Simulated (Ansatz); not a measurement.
# BFGeH4S, SMILES B[S][GeH2][F]: a rigid scan of one bond angle

Program: the Python package of Ansatz (0.2.0).

Notebook, run cell by cell (the value of a cell's last expression is shown):

```python
import warnings

import ansatz
from ase import Atoms

warnings.simplefilter('ignore', ansatz.DeckWarning)
```

```python
atoms = Atoms(['B', 'S', 'Ge', 'F', 'H', 'H', 'H', 'H'], positions=[
    (-0.9022, -0.0502, -1.4229),
    (-1.2517, -0.8745, 0.2079),
    (0.5946, -0.0521, 1.0596),
    (0.881, -0.6134, 2.7208),
    (-0.3366, -0.5559, -2.3038),
    (-1.3644, 1.1029, -1.6108),
    (0.5953, 1.4977, 1.0707),
    (1.8762, -0.5118, 0.2227),
])
```

```python
first = ansatz.Crystal.molecule_from_ase(atoms).calculation()
first = first.basis(gaussian='def2-SVP')
first = first.functional('r2scan')
first = first.scf(lower_state_search='off').relax(force_tolerance=0.02, max_steps=80)
atoms.positions = first.run(threads=1).report['positions_ang']

rows = []
for angle in [90, 100, 110, 120, 135, 150, 165, 179]:
    bent = atoms.copy()
    bent.set_angle(2, 1, 0, angle, indices=[0, 4, 5])
    model = (
        ansatz.Crystal.molecule_from_ase(bent).calculation()
        .basis(gaussian='def2-SVP')
        .functional('r2scan')
        .scf(lower_state_search='off')
    )
    rows.append((angle, model.run(threads=1).report['free_energy_ev']))
floor = min(e for _, e in rows)
for angle, e in rows:
    print(f'angle Ge2-S1-B0 = {angle:3d} deg   {1000 * (e - floor):9.1f} meV')
```

    angle Ge2-S1-B0 =  90 deg        45.6 meV
    angle Ge2-S1-B0 = 100 deg         0.0 meV
    angle Ge2-S1-B0 = 110 deg        70.2 meV
    angle Ge2-S1-B0 = 120 deg       220.9 meV
    angle Ge2-S1-B0 = 135 deg       554.7 meV
    angle Ge2-S1-B0 = 150 deg       942.7 meV
    angle Ge2-S1-B0 = 165 deg      1269.0 meV
    angle Ge2-S1-B0 = 179 deg      1407.6 meV

Caveats:
- These settings explore the input space; basis and method may be short of convergence.
- The scan is rigid, and the energies are electronic, in a modest basis. The zero is the lowest point of the grid, which needn't be the minimum.
- Finished in 79 s on 1 thread of Arm Neoverse V2, with other jobs on the host, peak memory 0.22 GiB.

(Lines on the test bed's own set-up are left out of the output.)
